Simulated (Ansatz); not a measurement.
A nudged elastic band was laid between two geometries of a periodic cell of 21 atoms, H4Pt16C (surface Pt(110), adsorbate CH4).

These are results of DFT PBE-D3(BJ), scalar-relativistic, plane waves, PAW (Ansatz 0.2.0), not measurements. Settings: cutoff 420 eV, k mesh 2x3x1, fermi-dirac smearing 0.05 eV, no spin polarisation.

| Quantity | Value |
| --- | --- |
| movable images | 3 |
| climbing image | yes |
| spring | 2.0 eV/Å² |
| optimiser | lbfgs |
| start path | straight line |
| force threshold | 0.03 eV/Å |
| iteration limit | 80 |
| end points | relaxed |
| atoms held | 1 to 4 |

Initial state:

```xyz
21
Lattice="7.8400 0.0000 0.0000 0.0000 5.5437 0.0000 0.0000 0.0000 15.1578" Properties=species:S:1:pos:R:3
Pt 1.960 1.386 1.000
Pt 5.880 1.386 1.000
Pt 1.960 4.158 1.000
Pt 5.880 4.158 1.000
Pt 0.002 0.000 2.246
Pt 3.918 0.000 2.247
Pt 0.002 2.772 2.252
Pt 3.918 2.772 2.253
Pt 1.959 1.386 3.823
Pt 5.880 1.387 3.817
Pt 1.959 4.159 3.823
Pt 5.880 4.157 3.816
Pt -0.002 0.001 5.068
Pt 3.922 0.001 5.067
Pt -0.006 2.771 5.075
Pt 3.927 2.772 5.075
C 1.996 2.973 7.847
H 2.891 2.692 7.259
H 1.977 4.059 7.979
H 1.103 2.654 7.280
H 2.022 2.460 8.815
```

Final state:

Only the atoms that move by more than 0.05 Å are listed.
```
C17 1.996 5.745 7.847
H18 2.891 5.464 7.259
H19 1.977 6.831 7.979
H20 1.103 5.426 7.280
H21 2.022 5.232 8.815
```

Problem. What changes between the two ends?

Solution. The atom that moves furthest is H18, by 2.77 Å; four of its nearest neighbours are C17 1.11, H20 1.79, H19 1.80, H21 1.80 Å at the first end and C17 1.11, H20 1.79, H19 1.80, H21 1.80 Å at the last.

Problem. What energy profile does the band end with?

Solution. It converged. The highest image is number 2 of 0 to 4, 0.027 eV above the ends, which have the same energy within 2 meV. By the program's own check the climbing image is of a kind that is not told: the force calls were inconclusive, a negative curvature could not be distinguished from the path's own, the only one lies far off the path, or fixed occupations may fill a level only in part (lowest curvatures found: -0.02 and 0.02 eV/Å²). Limits of this set-up: coarse k mesh, thin slab, slab without dipole correction, a typed lattice constant that wasn't relaxed here.

```csv
image,path coordinate (Å),energy (eV)
0,0.00,0.000
1,1.74,0.014
2,3.48,0.027
3,4.98,0.016
4,6.48,0.000
```

Problem. What is the geometry of the highest image?

Solution. 
```xyz
21
Lattice="7.8400 0.0000 0.0000 0.0000 5.5437 0.0000 0.0000 0.0000 15.1578" Properties=species:S:1:pos:R:3
Pt 1.960 1.386 1.000
Pt 5.880 1.386 1.000
Pt 1.960 4.158 1.000
Pt 5.880 4.158 1.000
Pt 0.002 0.000 2.247
Pt 3.918 0.000 2.247
Pt 0.001 2.772 2.246
Pt 3.919 2.772 2.246
Pt 1.960 1.385 3.826
Pt 5.880 1.385 3.817
Pt 1.960 4.157 3.823
Pt 5.880 4.157 3.818
Pt -0.004 0.001 5.067
Pt 3.924 0.001 5.067
Pt -0.003 2.770 5.068
Pt 3.923 2.770 5.068
C 1.954 4.483 7.965
H 2.852 4.017 7.536
H 1.937 5.547 7.699
H 1.071 3.988 7.538
H 1.957 4.371 9.055
```

Time of the run: 10 min on 4 threads of Intel(R) Xeon(R) CPU @ 2.80GHz (Skylake/Cascade Lake), with other jobs on the host, peak memory 3.4 GiB.
